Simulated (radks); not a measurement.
**Ionisation of Pm³⁺: one atom, several choices of relativity**

How much does the choice of relativity matter for taking an electron from Pm³⁺? Both Pm³⁺ ([Xe] 4f4) and Pm⁴⁺ ([Xe] 4f3) are run for each choice.

The numbers are computed with radks (a radial shooting solver on a logarithmic mesh, Libxc functionals) version 1 (Kohn-Sham, PBE, spin-unpolarised, spherical densities), except any that are marked as measured or tabulated.

### 1 Starting point

* element: promethium (Z = 61)
* charge: +3
* electrons: 58
* configuration: [Xe] 4f4
* ion: Pm⁴⁺, [Xe] 4f3
* choices: non-relativistic; scalar-relativistic; Dirac, 2j+1 shares; Dirac, low j first; scalar-relativistic, finite nucleus; Dirac, 2j+1 shares, finite nucleus; Dirac, c × 0.75; Dirac, c × 0.85; Dirac, c × 2

### 2 non-relativistic: Pm³⁺

The run's settings:

```text
Z 61
configuration [Xe] 4f4 6s0 5d0
relativity non-relativistic
functional pbe,pbe
spin unpolarised
nucleus point
```

### 3 non-relativistic: Pm⁴⁺

The run's settings:

```text
Z 61
configuration [Xe] 4f3
relativity non-relativistic
functional pbe,pbe
spin unpolarised
nucleus point
```

### 4 scalar-relativistic: Pm³⁺

The run's settings:

```text
Z 61
configuration [Xe] 4f4 6s0 5d0
relativity scalar-relativistic
functional pbe,pbe
spin unpolarised
nucleus point
c 137.035999084
```

### 5 scalar-relativistic: Pm⁴⁺

The run's settings:

```text
Z 61
configuration [Xe] 4f3
relativity scalar-relativistic
functional pbe,pbe
spin unpolarised
nucleus point
c 137.035999084
```

### 6 Dirac, 2j+1 shares: Pm³⁺

The run's settings:

```text
Z 61
configuration [Xe] 4f4 6s0 5d0
relativity Dirac
functional pbe,pbe
spin unpolarised
j_filling average
nucleus point
c 137.035999084
```

### 7 Dirac, 2j+1 shares: Pm⁴⁺

Settings, as their differences from step 6:

```diff
@@ -1,3 +1,3 @@
 Z 61
-configuration [Xe] 4f4 6s0 5d0
+configuration [Xe] 4f3
 relativity Dirac
```

### 8 Dirac, low j first: Pm³⁺

The run's settings:

```text
Z 61
configuration [Xe] 4f4 6s0 5d0
relativity Dirac
functional pbe,pbe
spin unpolarised
j_filling energy
nucleus point
c 137.035999084
```

### 9 Dirac, low j first: Pm⁴⁺

Settings, as their differences from step 8:

```diff
@@ -1,3 +1,3 @@
 Z 61
-configuration [Xe] 4f4 6s0 5d0
+configuration [Xe] 4f3
 relativity Dirac
```

### 10 scalar-relativistic, finite nucleus: Pm³⁺

The run's settings:

```text
Z 61
configuration [Xe] 4f4 6s0 5d0
relativity scalar-relativistic
functional pbe,pbe
spin unpolarised
nucleus finite rms 4.962 fm
c 137.035999084
```

### 11 scalar-relativistic, finite nucleus: Pm⁴⁺

Settings, as their differences from step 10:

```diff
@@ -1,3 +1,3 @@
 Z 61
-configuration [Xe] 4f4 6s0 5d0
+configuration [Xe] 4f3
 relativity scalar-relativistic
```

### 12 Dirac, 2j+1 shares, finite nucleus: Pm³⁺

The run's settings:

```text
Z 61
configuration [Xe] 4f4 6s0 5d0
relativity Dirac
functional pbe,pbe
spin unpolarised
j_filling average
nucleus finite rms 4.962 fm
c 137.035999084
```

### 13 Dirac, 2j+1 shares, finite nucleus: Pm⁴⁺

Settings, as their differences from step 12:

```diff
@@ -1,3 +1,3 @@
 Z 61
-configuration [Xe] 4f4 6s0 5d0
+configuration [Xe] 4f3
 relativity Dirac
```

### 14 Dirac, c × 0.75: Pm³⁺

The run's settings:

```text
Z 61
configuration [Xe] 4f4 6s0 5d0
relativity Dirac
functional pbe,pbe
spin unpolarised
j_filling average
nucleus point
c 102.777
```

### 15 Dirac, c × 0.75: Pm⁴⁺

Settings, as their differences from step 14:

```diff
@@ -1,3 +1,3 @@
 Z 61
-configuration [Xe] 4f4 6s0 5d0
+configuration [Xe] 4f3
 relativity Dirac
```

### 16 Dirac, c × 0.85: Pm³⁺

The run's settings:

```text
Z 61
configuration [Xe] 4f4 6s0 5d0
relativity Dirac
functional pbe,pbe
spin unpolarised
j_filling average
nucleus point
c 116.4806
```

### 17 Dirac, c × 0.85: Pm⁴⁺

Settings, as their differences from step 16:

```diff
@@ -1,3 +1,3 @@
 Z 61
-configuration [Xe] 4f4 6s0 5d0
+configuration [Xe] 4f3
 relativity Dirac
```

### 18 Dirac, c × 2: Pm³⁺

The run's settings:

```text
Z 61
configuration [Xe] 4f4 6s0 5d0
relativity Dirac
functional pbe,pbe
spin unpolarised
j_filling average
nucleus point
c 274.072
```

### 19 Dirac, c × 2: Pm⁴⁺

Settings, as their differences from step 18:

```diff
@@ -1,3 +1,3 @@
 Z 61
-configuration [Xe] 4f4 6s0 5d0
+configuration [Xe] 4f3
 relativity Dirac
```

Before running it: what results should come out? Wanted: for each run, relativity; E(Pm³⁺); Δ-SCF; −ε(HOMO); <r> HOMO; error.

**Answer**, as computed:

| relativity | E(Pm³⁺) (hartree) | Δ-SCF (eV) | −ε(HOMO) (eV) | <r> HOMO (bohr) | error (eV) |
| --- | --- | --- | --- | --- | --- |
| non-relativistic | -9656.1244 | 45.154 | 35.377 | 0.8952 | +3.98 |
| scalar-relativistic | -10019.0955 | 41.101 | 31.654 | 0.9372 | -0.07 |
| Dirac, 2j+1 shares | -10025.6579 | 41.019 | 31.396 | 0.9420 | -0.15 |
| Dirac, low j first | -10025.7023 | 41.227 | 31.798 | 0.9339 | +0.06 |
| scalar-relativistic, finite nucleus | -10018.5046 | 41.103 | 31.655 | 0.9372 | -0.07 |
| Dirac, 2j+1 shares, finite nucleus | -10025.0638 | 41.021 | 31.397 | 0.9420 | -0.15 |
| Dirac, c × 0.75 | -10376.3632 | 37.845 | 28.428 | 0.9877 | -3.32 |
| Dirac, c × 0.85 | -10190.3780 | 39.446 | 29.914 | 0.9634 | -1.72 |
| Dirac, c × 2 | -9741.6771 | 44.116 | 34.367 | 0.9059 | +2.95 |

What this shows: The NIST Atomic Spectra Database lists 41.2 +/- 0.09 eV (semi-empirical). Nearest is Dirac, low j first (+0.06 eV off), farthest non-relativistic (+3.98 eV). Runs with a scaled speed of light are not ranked. The ionisation energies span 7.31 eV, the total energies of Pm³⁺ 19599 eV (scaled speeds of light included): most of the change in the total cancels in the difference. From the non-relativistic level to Dirac, 2j+1 shares, finite nucleus the 1s level goes from -42601 to -45005 eV and the ionisation energy moves by -4.13 eV. Levels marked c × scale the speed of light and are no model of nature. Spin polarisation and multiplet splitting of open shells are left out at every level.
